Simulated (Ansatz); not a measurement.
## Cl2Ga, SMILES [Cl][Ga][Cl]: a geometry optimisation, step by step

Computed with Ansatz 0.2.0, Python API.

At the Python prompt:
```pycon
>>> import ansatz as az
>>> from ase import Atoms
>>> import numpy as np
>>> BASIS = "def2-SVP"
>>> FUNCTIONAL = "hf"
>>> atoms = Atoms(["Cl", "Ga", "Cl"], positions=[
...     (0.5448, 1.5962, 0.4629),
...     (-0.7012, 0.0834, -0.3718),
...     (0.1454, -1.7443, -0.1044),
... ])
>>> molecule = az.Crystal.molecule_from_ase(atoms)
>>> setup = molecule.calculation()
>>> setup = setup.basis(gaussian=BASIS)
>>> setup = setup.functional(FUNCTIONAL)
>>> setup = setup.spin("collinear", total=1)
>>> symbols = [site.symbol for site in molecule.cartesian_sites]
>>> start = np.array([site.position_ang for site in molecule.cartesian_sites], dtype=float)
>>> summary = setup.relax(force_tolerance=0.01).run(threads=1, backend="cpu").report

>>> end = np.array(summary["positions_ang"])
>>> for key in ("converged", "free_energy_ev", "reference_energy_ev", "n_frozen", "n_occupied", "n_virtual"):
...     print(f"{key:22s} {summary[key]}")
...
converged              True
free_energy_ev         -77329.57487911604
reference_energy_ev    -77329.57487911604
n_frozen               0
n_occupied             [33, 32]
n_virtual              [35, 36]
>>> print("bond        before    after (A)")
bond        before    after (A)
>>> for i, j in [(0, 1), (1, 2)]:
...     d0, d1 = (np.linalg.norm(xyz[i] - xyz[j]) for xyz in (start, end))
...     print(f"{symbols[i]}{i}-{symbols[j]}{j}".ljust(10), f"{d0:8.4f} {d1:8.4f}")
...
Cl0-Ga1      2.1302   2.1686
Ga1-Cl2      2.0319   2.1685
>>> charges = summary["charge_distribution"]
>>> dipole = np.array(charges["dipole_moment_e_ang"]) * 4.803205
>>> print("dipole (D): {:.3f} {:.3f} {:.3f}, length {:.3f}".format(*dipole, np.linalg.norm(dipole)))
dipole (D): -2.006 0.402 -1.046, length 2.297
>>> print("atom  Mulliken   Lowdin")
atom  Mulliken   Lowdin
>>> for symbol, m, l in zip(symbols, charges["mulliken_charges_e"], charges["lowdin_charges_e"]):
...     print(f"{symbol:4s} {m:9.3f} {l:8.3f}")
...
Cl      -0.350    0.137
Ga       0.699   -0.274
Cl      -0.350    0.137
```

Reading the output:
- These settings explore the input space; basis and method may be short of convergence.
- The end point is the stationary point reached from this start; no frequency run checks that it is a minimum, and the basis set is modest.
- The species is open-shell (spin multiplicity 2).
- The Löwdin charges here are taken after orthogonalising the functions within each atom; they differ from plain Löwdin charges, and their signs can be unphysical.
- Wall time of the script: 6.9 s on 1 thread of Arm Neoverse V2, with other jobs on the host, peak memory 0.23 GiB.

(Lines on the test bed's own set-up are left out of the output.)
